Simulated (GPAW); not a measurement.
Crystal: Mg3GaO4.

```
CELL_PARAMETERS angstrom
4.36349 0.00000 0.00000
0.00000 4.36349 0.00000
0.00000 0.00000 4.36349
ATOMIC_POSITIONS crystal
Ga 0.00000 0.00000 0.00000
Mg 0.50000 0.50000 0.00000
Mg 0.50000 0.00000 0.50000
Mg 0.00000 0.50000 0.50000
O 0.00000 0.50000 0.00000
O 0.00000 0.00000 0.50000
O 0.50000 0.50000 0.50000
O 0.50000 0.00000 0.00000
```

The cell comes from a database or a generator and needn't be the stable form of this composition.

```yaml
Program: GPAW 26.7.0
Task: relaxation of cell and atoms
Functional: PBEsol
Potentials_or_basis: PAW data sets generated in the run's folder for this functional
Cutoff: 800 eV
Basis: pw
k_mesh: 5 × 5 × 5
Occupations: fermi-dirac, width 0.05 eV
Spin: no spin polarisation
```

At the start: pressure -4.1 GPa; volume 10.39 Å³/atom.

How do energy, volume and symmetry change on relaxing?

Over 3 steps the energy falls by 3.5 meV/atom and the volume is 10.09 Å³/atom (-2.8 %); space group Pm-3m (No. 221, to 0.05 Å).

Step by step:
```
step  energy change (eV)  largest force (eV/Å)  pressure (GPa)  volume (Å³)
   1              0.0000                0.0000           -4.14        83.08
   2             -0.0029                0.0000           -3.93        82.96
   3             -0.0280                0.0000            0.14        80.74
```

Final structure:
```
Ga Mg O
1.0
     4.32212    0.00000    0.00000
     0.00000    4.32212    0.00000
     0.00000    0.00000    4.32212
Ga Mg O
1 3 4
Direct
  0.00000 0.00000 0.00000
  0.50000 0.50000 0.00000
  0.50000 0.00000 0.50000
  0.00000 0.50000 0.50000
  0.00000 0.50000 0.00000
  0.00000 0.00000 0.50000
  0.50000 0.50000 0.50000
  0.50000 0.00000 0.00000
```

Caveat: the data sets keep Ga 3d, Li 1s and Be 1s frozen, and some such compounds lay over 1.5 % in volume off other programs; later steps reuse the first step's grids; an odd number of electrons without spin polarisation forces a metal; a magnetic or distorted state may lie lower.
